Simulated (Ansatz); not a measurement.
# C2H6OSn: the cost of one run

Program: Ansatz 0.2.0. Level of theory: RKS LDA/def2-mTZVP. These are calculated values, not measurements.

### Step 1. The structure to begin with

Bond lengths: C1–Sn2 2.143 Å, Sn2–C3 2.097 Å, C3–O4 1.265 Å, C1–H5 1.170 Å, C1–H6 1.083 Å, C1–H7 1.098 Å, Sn2–H8 1.712 Å, Sn2–H9 1.708 Å, C3–H10 1.064 Å. Angles (14 of 15 angles, heavy atoms first): C1–Sn2–C3 108.0°, Sn2–C3–O4 121.0°, C1–Sn2–H8 109.6°, C1–Sn2–H9 109.7°, C3–Sn2–H8 109.5°, C3–Sn2–H9 109.9°, Sn2–C1–H5 106.4°, Sn2–C1–H6 111.6°, Sn2–C1–H7 111.9°, Sn2–C3–H10 122.5°, O4–C3–H10 116.1°, H8–Sn2–H9 110.2°, H5–C1–H6 106.8°, H5–C1–H7 107.0°.

As a file:

```xyz
10

C     0.4752    1.4960    0.2661
Sn   -0.7523   -0.1598   -0.3197
C     0.3376   -1.9225    0.0032
O     0.8353   -2.1827    1.1367
H    -0.1541    2.4618    0.0644
H     0.6886    1.4778    1.3280
H     1.3820    1.5706   -0.3481
H    -2.1741   -0.1848    0.6330
H    -1.1535   -0.0207   -1.9745
H     0.5984   -2.5869   -0.7863
```

### Step 2. End point A

Contents of input.yaml:

```yaml
crystal:
  periodic: [false, false, false]
  atoms:
    - { symbol: C, position_ang: [0.4752, 1.496, 0.2661] }
    - { symbol: Sn, position_ang: [-0.7523, -0.1598, -0.3197] }
    - { symbol: C, position_ang: [0.3376, -1.9225, 0.0032] }
    - { symbol: O, position_ang: [0.8353, -2.1827, 1.1367] }
    - { symbol: H, position_ang: [-0.1541, 2.4618, 0.0644] }
    - { symbol: H, position_ang: [0.6886, 1.4778, 1.328] }
    - { symbol: H, position_ang: [1.382, 1.5706, -0.3481] }
    - { symbol: H, position_ang: [-2.1741, -0.1848, 0.633] }
    - { symbol: H, position_ang: [-1.1535, -0.0207, -1.9745] }
    - { symbol: H, position_ang: [0.5984, -2.5869, -0.7863] }
basis:
  gaussian: { orbitals: def2-mTZVP }
hamiltonian:
  xc: lda
relax:
  f_tol: 0.015
  max_steps: 40
```

The run is started by

```
$ ansatz run input.yaml --threads 2 --pin off --max-ram 3072MiB --backend cpu --events-out ev --progress --plain --runs-dir out
```

What time and memory should one allow on 2 threads of AMD EPYC 9R45 (Zen 5), shared host?

About 21 s, with a peak of 0.24 GiB.
